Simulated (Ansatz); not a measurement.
# C3H8AlClO: vertical ionisation energy

Aim: the vertical ionisation energy of C3H8AlClO, as cation minus neutral at the neutral's geometry, on several levels, and how well −ε(HOMO) stands in for it.

The runs use Ansatz 0.2.0, Gaussian basis; unrestricted cation, the program's frozen cores in correlated methods.

Plan: UKS PBE-D4/def2-TZVPP; UKS r2SCAN-D4/def2-TZVPP; UKS PBE0-D4/def2-TZVPP; UKS B3LYP-D4/def2-TZVPP; UKS wB97X-V/def2-TZVPP; UKS wB97M-V/def2-TZVPP; UKS B2PLYP/def2-TZVPP; UHF-CCSD(T)/def2-TZVPP; UHF-MP2/def2-QZVPP; extrapolation to the limit; then −ε(HOMO) from the neutral's earlier runs with LDA (SPW92), PBE-D4, revPBE-D4, BLYP-D4, r2SCAN-D4, B97M-V, PBE0-D4, B3LYP-D4, r2SCANh-D4, r2SCAN0-D4, HSE06-D4, BHLYP-D4, CAM-B3LYP-D4, LC-ωPBE, ωB97X-V, ωB97M-V.

## Step 1: The relaxed structure

The geometry comes from an earlier relaxation with PBE0-D4 in a triple-zeta def2 set; it is a stationary point, not always the lowest conformer.

14 atoms, charge 0, spin multiplicity 1.

Atoms are counted from 1 here; the program's logs count them from 0.

Bond lengths: C1–C2 1.515 Å, C1–H7 1.093 Å, C1–H8 1.092 Å, C1–H9 1.093 Å, C2–C3 1.515 Å, C2–O4 1.413 Å, C2–H10 1.099 Å, C3–H11 1.093 Å, C3–H12 1.093 Å, C3–H13 1.092 Å, O4–Al5 1.673 Å, Al5–Cl6 2.098 Å, Al5–H14 1.564 Å. Angles: C2–C1–H7 110.1°, C2–C1–H8 110.7°, C2–C1–H9 110.8°, H7–C1–H8 108.3°, H7–C1–H9 108.6°, H8–C1–H9 108.3°, C1–C2–C3 112.1°, C1–C2–O4 109.0°, C1–C2–H10 108.7°, C3–C2–O4 109.0°, C3–C2–H10 108.7°, O4–C2–H10 109.3°, C2–C3–H11 110.1°, C2–C3–H12 110.7°, C2–C3–H13 110.7°, H11–C3–H12 108.6°, H11–C3–H13 108.3°, H12–C3–H13 108.3° and more.

## Step 2: Cation, UKS PBE-D4/def2-TZVPP

in.yaml reads:

```yaml
crystal:
  periodic: [false, false, false]
  atoms:
    - {symbol: C, position_ang: [0.108934, -1.649543, -0.091385]}
    - {symbol: C, position_ang: [0.312604, -0.148531, -0.130072]}
    - {symbol: C, position_ang: [0.502464, 0.364898, -1.542913]}
    - {symbol: O, position_ang: [-0.814273, 0.484128, 0.441326]}
    - {symbol: Al, position_ang: [-1.100524, 1.463030, 1.767308]}
    - {symbol: Cl, position_ang: [0.508666, 1.985127, 3.007482]}
    - {symbol: H, position_ang: [-0.785391, -1.921985, -0.657309]}
    - {symbol: H, position_ang: [-0.015843, -1.996430, 0.936615]}
    - {symbol: H, position_ang: [0.966964, -2.167971, -0.525682]}
    - {symbol: H, position_ang: [1.207341, 0.100422, 0.458349]}
    - {symbol: H, position_ang: [-0.381247, 0.141436, -2.145803]}
    - {symbol: H, position_ang: [1.371079, -0.103644, -2.011489]}
    - {symbol: H, position_ang: [0.654537, 1.446322, -1.543996]}
    - {symbol: H, position_ang: [-2.548211, 1.973542, 2.066270]}
basis:
  gaussian: {orbitals: def2-TZVPP}
total_charge: 1
magnetization: {spin_polarized: true, initial_magnetization: 1}
hamiltonian: {xc: pbe, dispersion: d4}
```

On the command line:

```bash
ansatz run in.yaml --threads 2 --pin off --events-out ev --progress --plain --max-ram 32768MiB --backend cpu
```

Further steps of the session: Cation, UKS r2SCAN-D4/def2-TZVPP; Cation, UKS PBE0-D4/def2-TZVPP; Cation, UKS B3LYP-D4/def2-TZVPP; Cation, UKS wB97X-V/def2-TZVPP; Cation, UKS wB97M-V/def2-TZVPP; Cation, UKS B2PLYP (frozen core)/def2-TZVPP; Cation, UHF-CCSD(T)/def2-TZVPP; Cation, UHF-MP2/def2-QZVPP.

**Question.** What will the summary of the whole plan be? Wanted: ionisation energy, CCSD(T)/CBS; nearest functional by difference; nearest −ε(HOMO); −ε(HOMO) of PBE; T1 of the cation.

As calculated:

| quantity | value |
| --- | --- |
| ionisation energy, CCSD(T)/CBS | 10.79 eV |
| nearest functional by difference | ωB97X-V (-0.27 eV) |
| nearest −ε(HOMO) | ωB97X-V (+0.04 eV) |
| −ε(HOMO) of PBE | 6.90 eV |
| T1 of the cation | 0.033 |

**Reading.** By cation minus neutral, the functionals miss by 0.91 eV at most. −ε(HOMO) of PBE misses by 3.9 eV, since self-interaction lifts the level. Among orbital estimates ωB97X-V comes nearest. Hartree-Fock falls 1.37 eV short, as the neutral has more correlation energy than the cation. The cation's T1 (from the report) is 0.033, near the customary mark of 0.045 for open shells, so the coupled-cluster value is less safe.
